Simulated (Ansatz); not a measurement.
# CH5ClN2Si2: a dynamics run in two tries

Aim: a short trajectory for this system. SMILES of the start: N=C1N([SiH3])[SiH]1Cl.

All numbers below are computed with Ansatz 0.2.0 (UKS PBE0-D4/STO-3G).

### 1 The system as given

Bond lengths: N1–C2 1.297 Å, C2–N3 1.424 Å, N3–Si4 1.759 Å, C2–Si5 1.809 Å, N3–Si5 1.731 Å, Si5–Cl6 2.095 Å, N1–H7 1.072 Å, Si4–H8 1.447 Å, Si4–H9 1.444 Å, Si4–H10 1.444 Å, Si5–H11 1.449 Å. Angles (14 of 19 angles, heavy atoms first): N1–C2–N3 143.5°, N1–C2–Si5 153.1°, N3–C2–Si5 63.4°, C2–N3–Si4 134.8°, C2–N3–Si5 69.2°, Si4–N3–Si5 155.9°, C2–Si5–N3 47.4°, C2–Si5–Cl6 122.7°, N3–Si5–Cl6 116.7°, C2–N1–H7 106.8°, N3–Si4–H8 110.2°, N3–Si4–H9 108.3°, N3–Si4–H10 108.0°, C2–Si5–H11 128.5°.

Coordinates:

```xyz
11

N     1.2222    0.6271   -2.0010
C     0.2036    0.3399   -1.2514
N    -0.1719   -0.1136    0.0450
Si    0.7019   -0.5353    1.5118
Si   -1.5699    0.1864   -0.9301
Cl   -2.7657    1.8175   -0.3840
H     2.0999    0.4659   -1.4067
H     0.8621   -1.9703    1.6013
H    -0.0594   -0.0624    2.6443
H     1.9987    0.0984    1.4556
H    -2.4559   -0.9110   -1.2641
```

### 2 First try

File input.yaml:

```yaml
crystal:
  periodic: [false, false, false]
  atoms:
    - { symbol: "N", position_ang: [1.222182, 0.627145, -2.000982] }
    - { symbol: C, position_ang: [0.203561, 0.339864, -1.251411] }
    - { symbol: "N", position_ang: [-0.171943, -0.113582, 0.044961] }
    - { symbol: Si, position_ang: [0.701861, -0.53527, 1.511773] }
    - { symbol: Si, position_ang: [-1.56995, 0.186393, -0.930144] }
    - { symbol: Cl, position_ang: [-2.765677, 1.817531, -0.384011] }
    - { symbol: H, position_ang: [2.099924, 0.465908, -1.406729] }
    - { symbol: H, position_ang: [0.862133, -1.970259, 1.601306] }
    - { symbol: H, position_ang: [-0.059436, -0.062375, 2.64432] }
    - { symbol: H, position_ang: [1.998687, 0.098404, 1.455603] }
    - { symbol: H, position_ang: [-2.455943, -0.910958, -1.264088] }
magnetization:
  spin_polarized: true
basis:
  gaussian: { orbitals: STO-3G }
hamiltonian:
  xc: pbe0
  dispersion: d4
md:
  timestep: 0.25
  n_steps: 25
  ensemble: nve
  temperature: 1500.0
  initial_velocities: maxwell_boltzmann
  seed: 445268
  friction: 0.05
  temperature_schedule: [{ n_steps: 10, end_temperature: 100.0 }]
```

On the command line:

```bash
> ansatz run input.yaml --threads 1 --pin off --max-ram 2048MiB --backend cpu --events-out ev --progress --plain --runs-dir out
```

Q: Predict the outcome of this session. Wanted: first try.

The runs gave:

```
 quantity                                                                             value
first try                                                                           refused
    cause  a temperature schedule needs a thermostat, and a run at constant energy has none
```

The fault in the first input was caught at the input check and cost nothing.
